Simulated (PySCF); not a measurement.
**A gas-phase reaction: AlBrH2 + FH → AlFH2 + BrH**

Wanted: the reaction energy for `[AlH2][Br]` + `F` → `[F][AlH2]` + `Br`.

Programs: PySCF 2.14.0. All values are calculated, for the isolated system unless a continuum is named. Atoms count from 0, parts from 1.

### Step 1. The system as given

Each species was relaxed by itself at PBE0-D3(BJ)/def2-SVPD.

### Step 2. Energies of the species: wB97M-D3(BJ)/def2-TZVPD

The job: settings as JSON, then the geometry in Å.

```
{"job": {"kind": "react", "xc": "wB97M-D3(BJ)", "basis": "def2-TZVPD"}, "charge": 0, "multiplicity": 1}
-1 AlBrH2 charge 0 multiplicity 1
Al    -0.007740     0.090890    -0.191590
Br    -0.036880    -0.854250     1.867480
H      1.092140    -0.412420    -1.204970
H     -1.087140     1.199920    -0.499220

-1 FH charge 0 multiplicity 1
F      0.458450    -0.002190    -0.038810
H     -0.458450     0.002190     0.038810

+1 AlFH2 charge 0 multiplicity 1
F      1.342630     0.555770     0.778400
Al    -0.025720    -0.018880    -0.011940
H     -1.292800    -0.309950     0.881270
H      0.079230    -0.210280    -1.574070

+1 BrH charge 0 multiplicity 1
Br     0.715080     0.001620     0.007560
H     -0.708590     0.000990    -0.007800
```

Method: wB97M-D3(BJ)/def2-TZVPD reaction energy of separated species, gas phase.

Launch:

```sh
$ OMP_NUM_THREADS=1 python cluster_run.py task.json out
```

The driver reads the jobs from task.json and runs them one after another.

Log:

```text
species 1 (AlBrH2)
coarse grid: 18632 points
cycle   1  E = -2817.8623877894  dE = -1.165e+00  |g| = 2.946e-01  |ddm| = 1.518e+00
cycle   2  E = -2817.8803503874  dE = -1.796e-02  |g| = 1.474e-01  |ddm| = 3.986e-01
cycle   3  E = -2817.8848446264  dE = -4.494e-03  |g| = 2.359e-02  |ddm| = 1.531e-01
cycle   4  E = -2817.8849919055  dE = -1.473e-04  |g| = 9.707e-03  |ddm| = 2.571e-02
cycle   5  E = -2817.8850197646  dE = -2.786e-05  |g| = 2.125e-03  |ddm| = 1.629e-02
cycle   6  E = -2817.8850215275  dE = -1.763e-06  |g| = 5.111e-04  |ddm| = 3.121e-03
final grid: 35712 points
cycle   7  E = -2817.8850114957  dE = -1.180e-07  |g| = 3.932e-04  |ddm| = 1.082e-03
cycle   8  E = -2817.8850115134  dE = -1.770e-08  |g| = 3.089e-04  |ddm| = 4.410e-04
cycle   9  E = -2817.8850115216  dE = -8.226e-09  |g| = 2.713e-05  |ddm| = 1.636e-04
cycle  10  E = -2817.8850115226  dE = -9.873e-10  |g| = 9.539e-06  |ddm| = 6.542e-05
converged SCF energy = -2817.8850115226

species 2 (FH)
coarse grid: 7776 points
cycle   1  E = -100.4688210227  dE = -9.408e-02  |g| = 4.644e-01  |ddm| = 6.197e-01
cycle   2  E = -100.4725019731  dE = -3.681e-03  |g| = 5.038e-01  |ddm| = 3.808e-01
cycle   3  E = -100.5053161497  dE = -3.281e-02  |g| = 2.574e-02  |ddm| = 1.678e-01
cycle   4  E = -100.5053921275  dE = -7.598e-05  |g| = 5.006e-03  |ddm| = 1.077e-02
cycle   5  E = -100.5053967686  dE = -4.641e-06  |g| = 4.334e-04  |ddm| = 3.766e-03
final grid: 16976 points
cycle   6  E = -100.5053934129  dE = -6.416e-08  |g| = 1.046e-04  |ddm| = 8.214e-04
cycle   7  E = -100.5053934164  dE = -3.455e-09  |g| = 7.840e-05  |ddm| = 2.170e-04
cycle   8  E = -100.5053934172  dE = -8.062e-10  |g| = 2.100e-05  |ddm| = 3.719e-05
converged SCF energy = -100.5053934172

species 3 (AlFH2)
coarse grid: 16600 points
cycle   1  E = -343.5686429714  dE = -2.160e-01  |g| = 6.112e-01  |ddm| = 1.400e+00
cycle   2  E = -343.5446780358  dE =  2.396e-02  |g| = 8.213e-01  |ddm| = 6.560e-01
cycle   3  E = -343.6378342180  dE = -9.316e-02  |g| = 2.770e-02  |ddm| = 3.393e-01
cycle   4  E = -343.6381428180  dE = -3.086e-04  |g| = 9.931e-03  |ddm| = 5.290e-02
cycle   5  E = -343.6381706862  dE = -2.787e-05  |g| = 2.155e-03  |ddm| = 1.041e-02
cycle   6  E = -343.6381726259  dE = -1.940e-06  |g| = 5.457e-04  |ddm| = 3.255e-03
final grid: 34240 points
cycle   7  E = -343.6382135895  dE = -1.628e-07  |g| = 5.536e-04  |ddm| = 1.065e-03
cycle   8  E = -343.6382135822  dE =  7.307e-09  |g| = 6.490e-04  |ddm| = 4.570e-04
cycle   9  E = -343.6382136369  dE = -5.475e-08  |g| = 2.179e-05  |ddm| = 2.422e-04
cycle  10  E = -343.6382136374  dE = -5.114e-10  |g| = 5.439e-06  |ddm| = 5.070e-05
converged SCF energy = -343.6382136374

species 4 (BrH)
coarse grid: 9808 points
cycle   1  E = -2574.7444816422  dE = -1.115e+00  |g| = 2.814e-01  |ddm| = 9.887e-01
cycle   2  E = -2574.7574487806  dE = -1.297e-02  |g| = 1.487e-01  |ddm| = 2.655e-01
cycle   3  E = -2574.7608846027  dE = -3.436e-03  |g| = 8.657e-03  |ddm| = 8.708e-02
cycle   4  E = -2574.7609219678  dE = -3.737e-05  |g| = 2.523e-03  |ddm| = 1.268e-02
cycle   5  E = -2574.7609263983  dE = -4.431e-06  |g| = 6.497e-04  |ddm| = 4.934e-03
final grid: 18448 points
cycle   6  E = -2574.7609110729  dE = -1.922e-07  |g| = 3.884e-04  |ddm| = 9.239e-04
cycle   7  E = -2574.7609111005  dE = -2.762e-08  |g| = 2.729e-04  |ddm| = 3.936e-04
cycle   8  E = -2574.7609111076  dE = -7.080e-09  |g| = 3.378e-05  |ddm| = 1.359e-04
cycle   9  E = -2574.7609111086  dE = -1.019e-09  |g| = 1.120e-05  |ddm| = 6.292e-05
cycle  10  E = -2574.7609111087  dE = -5.684e-11  |g| = 1.704e-06  |ddm| = 1.292e-05
converged SCF energy = -2574.7609111087

Reaction energy = -5.248 kcal/mol
```

Wall time 9.7 s (1 thread of Arm Neoverse N1, shared host); peak memory 0.45 GiB.

Species by species (with the dispersion term, which the log's SCF energies lack):

| ν | species | energy (Eh) | HOMO (eV) |
| --- | --- | --- | --- |
| -1 | [AlH2][Br] | -2817.88722 | -10.54 |
| -1 | F | -100.50563 | -14.54 |
| +1 | [F][AlH2] | -343.63974 | -11.18 |
| +1 | Br | -2574.76148 | -11.15 |

### Step 3. Reaction energy: PBE0-D3(BJ)/def2-TZVPD

The job, as its differences from that of step 2:

```diff
@@ -1,2 +1,2 @@
-{"job": {"kind": "react", "xc": "wB97M-D3(BJ)", "basis": "def2-TZVPD"}, "charge": 0, "multiplicity": 1}
+{"job": {"kind": "react", "xc": "PBE0", "basis": "def2-TZVPD", "disp": "d3bj"}, "charge": 0, "multiplicity": 1}
 -1 AlBrH2 charge 0 multiplicity 1
```

With the program's defaults for keys left out, this is: PBE0-D3(BJ)/def2-TZVPD reaction energy of separated species, gas phase.

Log:

```text
species 1 (AlBrH2)
coarse grid: 18632 points
cycle   1  E = -2817.4123562928  dE = -1.135e+00  |g| = 2.922e-01  |ddm| = 1.610e+00
cycle   2  E = -2817.4184627168  dE = -6.106e-03  |g| = 1.803e-01  |ddm| = 4.151e-01
cycle   3  E = -2817.4253858115  dE = -6.923e-03  |g| = 5.934e-02  |ddm| = 2.281e-01
cycle   4  E = -2817.4261878030  dE = -8.020e-04  |g| = 6.226e-03  |ddm| = 5.078e-02
cycle   5  E = -2817.4261943089  dE = -6.506e-06  |g| = 1.652e-03  |ddm| = 7.503e-03
final grid: 35712 points
cycle   6  E = -2817.4261947642  dE = -1.996e-07  |g| = 1.644e-03  |ddm| = 2.816e-03
cycle   7  E = -2817.4261947765  dE = -1.227e-08  |g| = 1.721e-03  |ddm| = 2.398e-03
cycle   8  E = -2817.4261951303  dE = -3.538e-07  |g| = 9.047e-05  |ddm| = 1.178e-03
cycle   9  E = -2817.4261951326  dE = -2.239e-09  |g| = 1.762e-05  |ddm| = 7.864e-05
cycle  10  E = -2817.4261951327  dE = -1.000e-10  |g| = 1.510e-06  |ddm| = 2.132e-05
converged SCF energy = -2817.4261951327

species 2 (FH)
coarse grid: 1712 points
cycle   1  E = -100.3540673842  dE = -3.605e-02  |g| = 4.957e-01  |ddm| = 6.253e-01
cycle   2  E = -100.3145501693  dE =  3.952e-02  |g| = 7.430e-01  |ddm| = 5.125e-01
cycle   3  E = -100.3937887848  dE = -7.924e-02  |g| = 2.284e-02  |ddm| = 2.892e-01
cycle   4  E = -100.3938643514  dE = -7.557e-05  |g| = 4.205e-03  |ddm| = 9.787e-03
cycle   5  E = -100.3938663351  dE = -1.984e-06  |g| = 3.554e-04  |ddm| = 1.247e-03
final grid: 16976 points
cycle   6  E = -100.3948395335  dE = -1.852e-05  |g| = 3.976e-03  |ddm| = 7.467e-03
cycle   7  E = -100.3948376319  dE =  1.902e-06  |g| = 5.466e-03  |ddm| = 3.335e-03
cycle   8  E = -100.3948416725  dE = -4.041e-06  |g| = 9.991e-05  |ddm| = 2.001e-03
cycle   9  E = -100.3948416738  dE = -1.294e-09  |g| = 1.784e-05  |ddm| = 3.947e-05
cycle  10  E = -100.3948416738  dE = -4.843e-11  |g| = 3.048e-06  |ddm| = 1.028e-05
converged SCF energy = -100.3948416738

species 3 (AlFH2)
coarse grid: 3952 points
cycle   1  E = -343.2984863210  dE = -1.477e-01  |g| = 6.216e-01  |ddm| = 1.479e+00
cycle   2  E = -343.1418176432  dE =  1.567e-01  |g| = 1.192e+00  |ddm| = 8.580e-01
cycle   3  E = -343.3634511986  dE = -2.216e-01  |g| = 2.895e-02  |ddm| = 5.668e-01
cycle   4  E = -343.3636198760  dE = -1.687e-04  |g| = 1.320e-02  |ddm| = 4.366e-02
cycle   5  E = -343.3636405988  dE = -2.072e-05  |g| = 1.719e-03  |ddm| = 7.409e-03
cycle   6  E = -343.3636412596  dE = -6.608e-07  |g| = 1.966e-04  |ddm| = 1.587e-03
final grid: 34240 points
cycle   7  E = -343.3672336321  dE = -2.026e-05  |g| = 1.547e-03  |ddm| = 9.727e-03
cycle   8  E = -343.3672334239  dE =  2.083e-07  |g| = 1.847e-03  |ddm| = 1.446e-03
cycle   9  E = -343.3672338847  dE = -4.608e-07  |g| = 3.538e-04  |ddm| = 9.191e-04
cycle  10  E = -343.3672339022  dE = -1.757e-08  |g| = 3.015e-05  |ddm| = 1.358e-04
cycle  11  E = -343.3672339023  dE = -9.527e-11  |g| = 4.625e-06  |ddm| = 2.581e-05
converged SCF energy = -343.3672339023

species 4 (BrH)
coarse grid: 9808 points
cycle   1  E = -2574.4494534651  dE = -1.081e+00  |g| = 2.724e-01  |ddm| = 1.042e+00
cycle   2  E = -2574.4540917350  dE = -4.638e-03  |g| = 1.699e-01  |ddm| = 2.601e-01
cycle   3  E = -2574.4588661819  dE = -4.774e-03  |g| = 3.007e-02  |ddm| = 1.194e-01
cycle   4  E = -2574.4590976728  dE = -2.315e-04  |g| = 4.156e-03  |ddm| = 2.212e-02
cycle   5  E = -2574.4591016753  dE = -4.002e-06  |g| = 1.311e-03  |ddm| = 4.270e-03
final grid: 18448 points
cycle   6  E = -2574.4591027900  dE = -7.035e-08  |g| = 1.375e-03  |ddm| = 2.024e-03
cycle   7  E = -2574.4591028043  dE = -1.433e-08  |g| = 1.399e-03  |ddm| = 1.791e-03
cycle   8  E = -2574.4591030252  dE = -2.209e-07  |g| = 5.149e-05  |ddm| = 8.398e-04
cycle   9  E = -2574.4591030259  dE = -6.748e-10  |g| = 1.026e-05  |ddm| = 4.413e-05
converged SCF energy = -2574.4591030259

Reaction energy = -2.866 kcal/mol
```

It took 5.1 s on 1 thread of Arm Neoverse N1, shared host; peak memory 0.45 GiB.

Reaction energy at this level: -2.87 kcal/mol.

### Step 4. Reaction energy: MP2/def2-TZVPD

The job, as its differences from that of step 3:

```diff
@@ -1,2 +1,2 @@
-{"job": {"kind": "react", "xc": "PBE0", "basis": "def2-TZVPD", "disp": "d3bj"}, "charge": 0, "multiplicity": 1}
+{"job": {"kind": "react", "xc": "MP2", "basis": "def2-TZVPD"}, "charge": 0, "multiplicity": 1}
 -1 AlBrH2 charge 0 multiplicity 1
```

Method: MP2/def2-TZVPD reaction energy of separated species, gas phase.

Log:

```text
species 1 (AlBrH2)
final grid: 35712 points
cycle   1  E = -2815.5360530001  dE = -1.220e+00  |g| = 2.599e-01  |ddm| = 1.472e+00
cycle   2  E = -2815.5622816524  dE = -2.623e-02  |g| = 9.170e-02  |ddm| = 3.566e-01
cycle   3  E = -2815.5648878033  dE = -2.606e-03  |g| = 2.789e-02  |ddm| = 1.370e-01
cycle   4  E = -2815.5651762694  dE = -2.885e-04  |g| = 8.093e-03  |ddm| = 4.437e-02
cycle   5  E = -2815.5651942453  dE = -1.798e-05  |g| = 1.482e-03  |ddm| = 1.288e-02
cycle   6  E = -2815.5651954606  dE = -1.215e-06  |g| = 3.882e-04  |ddm| = 2.918e-03
cycle   7  E = -2815.5651955550  dE = -9.438e-08  |g| = 1.210e-04  |ddm| = 5.858e-04
cycle   8  E = -2815.5651955682  dE = -1.314e-08  |g| = 1.890e-05  |ddm| = 2.571e-04
cycle   9  E = -2815.5651955685  dE = -3.070e-10  |g| = 3.286e-06  |ddm| = 4.250e-05
converged SCF energy = -2815.5651955685

species 2 (FH)
final grid: 16976 points
cycle   1  E = -100.0371198729  dE = -1.649e-01  |g| = 4.007e-01  |ddm| = 6.032e-01
cycle   2  E = -100.0578875978  dE = -2.077e-02  |g| = 2.336e-01  |ddm| = 2.533e-01
cycle   3  E = -100.0646340224  dE = -6.746e-03  |g| = 2.356e-02  |ddm| = 8.091e-02
cycle   4  E = -100.0647514521  dE = -1.174e-04  |g| = 6.199e-03  |ddm| = 1.253e-02
cycle   5  E = -100.0647671643  dE = -1.571e-05  |g| = 1.459e-03  |ddm| = 5.121e-03
cycle   6  E = -100.0647684373  dE = -1.273e-06  |g| = 2.290e-04  |ddm| = 1.848e-03
cycle   7  E = -100.0647684716  dE = -3.438e-08  |g| = 1.958e-05  |ddm| = 4.211e-04
cycle   8  E = -100.0647684718  dE = -1.850e-10  |g| = 2.360e-06  |ddm| = 2.495e-05
converged SCF energy = -100.0647684718

species 3 (AlFH2)
final grid: 34240 points
cycle   1  E = -342.5747454845  dE = -3.402e-01  |g| = 5.301e-01  |ddm| = 1.362e+00
cycle   2  E = -342.6152725555  dE = -4.053e-02  |g| = 3.844e-01  |ddm| = 4.268e-01
cycle   3  E = -342.6352374678  dE = -1.996e-02  |g| = 2.964e-02  |ddm| = 1.706e-01
cycle   4  E = -342.6357709484  dE = -5.335e-04  |g| = 6.179e-03  |ddm| = 7.396e-02
cycle   5  E = -342.6357867621  dE = -1.581e-05  |g| = 1.339e-03  |ddm| = 1.237e-02
cycle   6  E = -342.6357873991  dE = -6.370e-07  |g| = 2.492e-04  |ddm| = 2.057e-03
cycle   7  E = -342.6357874358  dE = -3.667e-08  |g| = 7.407e-05  |ddm| = 3.188e-04
cycle   8  E = -342.6357874391  dE = -3.293e-09  |g| = 1.627e-05  |ddm| = 1.144e-04
cycle   9  E = -342.6357874392  dE = -1.606e-10  |g| = 2.523e-06  |ddm| = 2.287e-05
converged SCF energy = -342.6357874392

species 4 (BrH)
final grid: 18448 points
cycle   1  E = -2572.9852621538  dE = -1.144e+00  |g| = 2.202e-01  |ddm| = 9.639e-01
cycle   2  E = -2572.9999185708  dE = -1.466e-02  |g| = 7.760e-02  |ddm| = 2.157e-01
cycle   3  E = -2573.0014423510  dE = -1.524e-03  |g| = 1.588e-02  |ddm| = 5.815e-02
cycle   4  E = -2573.0016142513  dE = -1.719e-04  |g| = 5.005e-03  |ddm| = 1.886e-02
cycle   5  E = -2573.0016333772  dE = -1.913e-05  |g| = 1.691e-03  |ddm| = 6.805e-03
cycle   6  E = -2573.0016347802  dE = -1.403e-06  |g| = 3.418e-04  |ddm| = 2.059e-03
cycle   7  E = -2573.0016348539  dE = -7.364e-08  |g| = 5.979e-05  |ddm| = 6.414e-04
cycle   8  E = -2573.0016348553  dE = -1.432e-09  |g| = 8.468e-06  |ddm| = 8.660e-05
cycle   9  E = -2573.0016348554  dE = -4.275e-11  |g| = 1.310e-06  |ddm| = 1.889e-05
converged SCF energy = -2573.0016348554

Reaction energy = -4.242 kcal/mol
```

It took 2.5 s on 1 thread of Arm Neoverse N1, shared host; peak memory 0.47 GiB.

Reaction energy at this level: -4.24 kcal/mol.

### Step 5. Comparing the runs

Energies in kcal/mol, with wall time:

| run | reaction | time |
| --- | --- | --- |
| wB97M-D3(BJ)/def2-TZVPD | -5.25 | 9.7 s |
| PBE0-D3(BJ)/def2-TZVPD | -2.87 | 5.1 s |
| MP2/def2-TZVPD | -4.24 | 2.5 s |

### Step 6. Outcome

| quantity | value |
| --- | --- |
| reaction energy (wB97M-D3(BJ)/def2-TZVPD) | -5.25 kcal/mol |
| ΔH, ΔG at 298 K (xTB thermal terms) | -6.8, -6.9 kcal/mol |
| range of the reaction energy over the runs of this table | -5.25 to -2.87 kcal/mol |

**Reading.** The reaction is exothermic by 6.8 kcal/mol in the gas phase; dispersion gives +0.22, and xTB itself gave -22.93 for the electronic energy (xTB energies and thermal terms come from the earlier relaxation of each species, not shown). No barrier was sought. xTB and this level differ widely in the electronic energy, so what comes from xTB (the thermal terms above all) is less safe here. The reaction energy runs from -5.25 (wB97M-D3(BJ)/def2-TZVPD) to -2.87 kcal/mol (PBE0-D3(BJ)/def2-TZVPD).
